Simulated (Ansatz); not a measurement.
# C2H2F3NO: the cost of one run

Program: Ansatz 0.2.0. Level of theory: RKS PBE0/def2-SVP. These are calculated values, not measurements.

### 1 Starting point

Bond lengths: O2–C3 1.276 Å, C3–C4 1.516 Å, C4–F5 1.343 Å, C4–F6 1.337 Å, C4–F7 1.331 Å, C3–N8 1.285 Å, N8–H9 1.013 Å. Angles: O2–C3–C4 123.1°, O2–C3–N8 108.1°, C4–C3–N8 128.7°, C3–C4–F5 110.6°, C3–C4–F6 111.4°, C3–C4–F7 112.6°, F5–C4–F6 106.9°, F5–C4–F7 107.3°, F6–C4–F7 107.8°, C3–N8–H9 125.2°.

Structure file:

```xyz
9

H    -1.1933   -1.6289    0.0893
O    -0.8405   -0.9673    1.1270
C    -0.2917   -0.3563    0.1498
C     0.5918    0.8626    0.3262
F     0.8413    1.4411   -0.8595
F     1.7752    0.5340    0.8556
F     0.0389    1.7857    1.1096
N    -0.6109   -0.9678   -0.9338
H    -0.3109   -0.7031   -1.8640
```

### 2 Pulling towards end A

Springs on the bonds that form and break draw the guess towards this end; the thresholds are loose.

Contents of input.yaml:

```yaml
crystal:
  periodic: [false, false, false]
  atoms:
    - { symbol: H, position_ang: [-1.1933, -1.6289, 0.0893] }
    - { symbol: O, position_ang: [-0.8405, -0.9673, 1.127] }
    - { symbol: C, position_ang: [-0.2917, -0.3563, 0.1498] }
    - { symbol: C, position_ang: [0.5918, 0.8626, 0.3262] }
    - { symbol: F, position_ang: [0.8413, 1.4411, -0.8595] }
    - { symbol: F, position_ang: [1.7752, 0.534, 0.8556] }
    - { symbol: F, position_ang: [0.0389, 1.7857, 1.1096] }
    - { symbol: "N", position_ang: [-0.6109, -0.9678, -0.9338] }
    - { symbol: H, position_ang: [-0.3109, -0.7031, -1.864] }
basis:
  gaussian: { orbitals: def2-SVP }
hamiltonian:
  xc: pbe0
relax:
  f_tol: 0.15
  max_steps: 25
  restrain:
    - { distance: [7, 0], at: 2.32, k: 30.0 }
    - { distance: [1, 0], at: 0.97, k: 30.0 }
```

On the command line:

```bash
ansatz run input.yaml --threads 2 --pin off --max-ram 3072MiB --backend cpu --events-out ev --progress --plain --runs-dir out
```

What time and memory should one allow on 2 threads of Intel Xeon Platinum 8259CL at 2.50GHz (Skylake/Cascade Lake), shared host?

About 31 s, with a peak of 0.26 GiB.
